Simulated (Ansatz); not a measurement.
HfN, space group F-43m, relaxations under a series of pressures

Computed with Ansatz's Python interface.

Notebook, run cell by cell (the value of a cell's last expression is shown):

In [1]:
```python
import warnings

import ansatz as az
import numpy as np
```

In [2]:
```python
def edges_and_angles(cell):
    cell = np.asarray(cell)
    a, b, c = np.linalg.norm(cell, axis=1)
    cosines = cell[1] @ cell[2] / (b * c), cell[0] @ cell[2] / (a * c), cell[0] @ cell[1] / (a * b)
    return (a, b, c, *np.degrees(np.arccos(cosines)))
```

In [3]:
```python
warnings.simplefilter("ignore", az.DeckWarning)
```

In [4]:
```python
crystal = (
    az.Lattice.fcc(4.909644)
    .space_group(216)
    .atom("Hf", (0.0, 0.0, 0.0))
    .atom("N", (0.25, 0.25, 0.25))
    .primitive()
)
```

In [5]:
```python
job = (
    crystal.calculation()
    .functional("PBEsol")
    .pseudopotentials("paw")
    .kpoints(11, 11, 11)  # sampling of the Brillouin zone
    .occupations("Fermi-Dirac", width=100 * az.meV)  # smearing steadies the SCF of a metal
    .scf(tolerance=1e-09)
)
```

In [6]:
```python
# H = F + PV, with 1 GPa A^3 = 1/160.21766 eV
rows = []
for pressure in [0, 2, 4, 6, 8]:
    out = job.relax(cell=True, pressure=pressure, max_steps=40).run(threads=1, backend="cpu")
    cell = out.lattice.cell_ang
    n_atoms = len(out.lattice.sites)
    volume = abs(np.linalg.det(cell)) / n_atoms
    enthalpy = out.report["free_energy_ev"] / n_atoms + pressure * volume / 160.21766
    rows.append((pressure, volume, enthalpy, *edges_and_angles(cell)))
    print(f"{pressure} GPa done: {volume:.4f} A^3/atom")
```
```text
0 GPa done: 14.4178 A^3/atom
2 GPa done: 14.2789 A^3/atom
4 GPa done: 14.1462 A^3/atom
6 GPa done: 14.0194 A^3/atom
8 GPa done: 13.8979 A^3/atom
```

In [7]:
```python
print(" P (GPa)  V (A^3/atom)  H (eV/atom)     a       b       c")
for row in rows:
    print("{:8.1f} {:12.4f} {:14.5f} {:7.4f} {:7.4f} {:7.4f}".format(*row[:6]))
p, v = np.array([row[0] for row in rows], float), np.array([row[1] for row in rows])
print("mean bulk modulus between rows (GPa):", np.round(-np.diff(p) / np.diff(np.log(v)), 1))
```
```text
 P (GPa)  V (A^3/atom)  H (eV/atom)     a       b       c
     0.0      14.4178    -7989.79137  3.4420  3.4420  3.4420
     2.0      14.2789    -7989.61221  3.4309  3.4309  3.4309
     4.0      14.1462    -7989.43483  3.4203  3.4203  3.4203
     6.0      14.0194    -7989.25904  3.4100  3.4100  3.4100
     8.0      13.8979    -7989.08485  3.4002  3.4002  3.4002
mean bulk modulus between rows (GPa): [206.6 214.2 222.1 229.8]
```

The volume falls from 14.42 Å³ an atom at 0 GPa to 13.90 at 8 GPa, by 3.6 %. Between 0 and 2 GPa, -V dP/dV is about 207 GPa, a mean over that step.

Notes:
- Total energies depend on the potentials; only differences at equal settings carry meaning.
- No spin polarisation was allowed.
- At a fixed pressure a relaxation lowers the enthalpy F + PV, while F alone can rise.
- The mesh is modest for a metal, so energies can be off by several to tens of meV an atom and pressures by half a GPa or more; differences at equal mesh fare better.
- The program warned that this SCF threshold is loose for forces or stresses.
- Spin-orbit coupling, which matters for elements this heavy, is left out.
- This cell is a computed structure, which may not be the phase found in nature.
- Symmetry holds the cell in this phase, whether or not it is the stable one at each pressure.
- The script silences the warnings on its input, which a real study should read.
- Finished in 100 s on 1 thread of Arm Neoverse V1 (shared host), peak memory 0.42 GiB.
